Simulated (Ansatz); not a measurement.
# BH7NOSi: the cost of one run

Method: UKS B3LYP/def2-SVP, in Ansatz 0.2.0.

## 1. The structure to begin with

Bond lengths: B1–N3 1.550 Å, N3–H4 1.060 Å, N3–H5 1.060 Å, B1–O6 1.410 Å, O6–H7 1.010 Å, Si8–H9 1.460 Å, Si8–H10 1.460 Å, Si8–H11 1.460 Å. Angles: B1–N3–H4 120.0°, B1–N3–H5 120.0°, H4–N3–H5 120.0°, N3–B1–O6 120.0°, B1–O6–H7 109.5°, H9–Si8–H10 109.4°, H9–Si8–H11 109.4°, H10–Si8–H11 109.4°.

Structure file:

```xyz
11

B     0.0000    0.0000    0.0000
H     0.0000    0.0000    1.4400
N     1.3423    0.0000   -0.7750
H     1.8089   -0.9179   -1.0268
H     1.7937    0.9179   -1.0532
O    -1.2211    0.0000   -0.7050
H    -1.7308   -0.8467   -0.4965
Si    0.0000    0.0000    3.2000
H    -0.7436   -1.1581    3.6874
H     1.3747   -0.0649    3.6874
H    -0.6311    1.2230    3.6874
```

## 2. Pulling towards end A

Springs on the bonds that form and break draw the guess towards this end; the thresholds are loose.

input.yaml

```yaml
crystal:
  periodic: [false, false, false]
  atoms:
    - { symbol: B, position_ang: [0.0, 0.0, 0.0] }
    - { symbol: H, position_ang: [0.0, 0.0, 1.44] }
    - { symbol: "N", position_ang: [1.3423, 0.0, -0.775] }
    - { symbol: H, position_ang: [1.8089, -0.9179, -1.0268] }
    - { symbol: H, position_ang: [1.7937, 0.9179, -1.0532] }
    - { symbol: O, position_ang: [-1.2211, 0.0, -0.705] }
    - { symbol: H, position_ang: [-1.7308, -0.8467, -0.4965] }
    - { symbol: Si, position_ang: [0.0, 0.0, 3.2] }
    - { symbol: H, position_ang: [-0.7436, -1.1581, 3.6874] }
    - { symbol: H, position_ang: [1.3747, -0.0649, 3.6874] }
    - { symbol: H, position_ang: [-0.6311, 1.223, 3.6874] }
magnetization:
  spin_polarized: true
  initial_magnetization: 1
basis:
  gaussian: { orbitals: def2-SVP }
hamiltonian:
  xc: b3lyp
relax:
  f_tol: 0.15
  max_steps: 25
  restrain:
    - { distance: [1, 7], at: 2.66, k: 30.0 }
    - { distance: [0, 1], at: 1.19, k: 30.0 }
```

Started as:

```console
ansatz run input.yaml --threads 4 --pin off --max-ram 5120MiB --backend cpu --events-out ev --progress --plain --runs-dir out
```

**Question.** How long does this run take on 4 threads of Intel Xeon Platinum 8259CL at 2.50GHz (Skylake/Cascade Lake), shared host, and how much memory does it need?

About 31 s, with a peak of 0.26 GiB.
